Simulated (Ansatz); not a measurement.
# CH6AlBSi: the cost of one run

Computed with the Python package of Ansatz 0.2.0. The levels of theory stand in the script.

### Step 1. Starting point

Bond lengths: C1–Al2 1.933 Å, Al2–B3 2.164 Å, Al2–Si4 2.217 Å, B3–Si4 2.030 Å, C1–H5 1.116 Å, C1–H6 1.171 Å, C1–H7 1.105 Å, B3–H8 1.171 Å, Si4–H9 1.533 Å, Si4–H10 1.393 Å. Angles (14 of 18 angles, heavy atoms first): C1–Al2–B3 149.3°, C1–Al2–Si4 152.1°, B3–Al2–Si4 55.2°, Al2–B3–Si4 63.7°, Al2–Si4–B3 61.1°, Al2–C1–H5 113.8°, Al2–C1–H6 111.0°, Al2–C1–H7 111.7°, Al2–B3–H8 151.6°, Si4–B3–H8 143.6°, Al2–Si4–H9 115.7°, Al2–Si4–H10 119.3°, B3–Si4–H9 108.2°, B3–Si4–H10 113.8°.

The script holds or builds the structure itself.

### Step 2. The code

methods_ch6albsi.py reads:

```python
"""One geometry of CH6AlBSi, method by method."""

import ansatz as az
from ase import Atoms

atoms = Atoms(["C", "Al", "B", "Si", "H", "H", "H", "H", "H", "H"], positions=[
    [-1.2887, 1.0622, -1.3663],
    [-0.2865, 0.0433, -0.0654],
    [0.5581, -1.845, 0.5708],
    [1.3581, -0.1768, 1.4052],
    [-0.6967, 1.3448, -2.2694],
    [-1.6861, 2.061, -0.901],
    [-2.1859, 0.5165, -1.7097],
    [0.7015, -3.0016, 0.4531],
    [0.9405, -0.1326, 2.8793],
    [2.6689, 0.077, 1.0065],
])
system = az.Crystal.molecule_from_ase(atoms)

calculation = system.calculation().basis(gaussian="def2-SVP")

methods = ["mp2", "ccsd", "ccsd_t"]
reports = [calculation.correlation(m).run().report for m in methods]
print(f"Hartree-Fock reference {reports[0]['reference_energy_ev'] / 27.211386246:.6f} Ha")
best = reports[-1]["free_energy_ev"] - reports[-1]["reference_energy_ev"]
for method, each in zip(methods, reports):
    gained = each["free_energy_ev"] - each["reference_energy_ev"]
    print(f"{method:8s} total {each['free_energy_ev'] / 27.211386246:.6f} Ha  correlation {gained:9.4f} eV  ({100 * gained / best:.1f} % of the last)")
```

### Step 3. The calls as engine input

The package turns the script's settings into the engine's input (first run):

```yaml
crystal:
  periodic: [false, false, false]
  atoms:
    - { symbol: C, position_ang: [-1.2887, 1.0622, -1.3663] }
    - { symbol: Al, position_ang: [-0.2865, 0.0433, -0.0654] }
    - { symbol: B, position_ang: [0.5581, -1.845, 0.5708] }
    - { symbol: Si, position_ang: [1.3581, -0.1768, 1.4052] }
    - { symbol: H, position_ang: [-0.6967, 1.3448, -2.2694] }
    - { symbol: H, position_ang: [-1.6861, 2.061, -0.901] }
    - { symbol: H, position_ang: [-2.1859, 0.5165, -1.7097] }
    - { symbol: H, position_ang: [0.7015, -3.0016, 0.4531] }
    - { symbol: H, position_ang: [0.9405, -0.1326, 2.8793] }
    - { symbol: H, position_ang: [2.6689, 0.077, 1.0065] }
basis:
  gaussian:
    orbitals: def2-SVP
correlation:
  method: mp2
```

### Step 4. Running it

On the command line:

```bash
$ python methods_ch6albsi.py
```

**Question.** How long does this script take on 1 thread of Arm Neoverse V1, shared host, and how much memory does it need?

About 21 s, with a peak of 0.39 GiB.
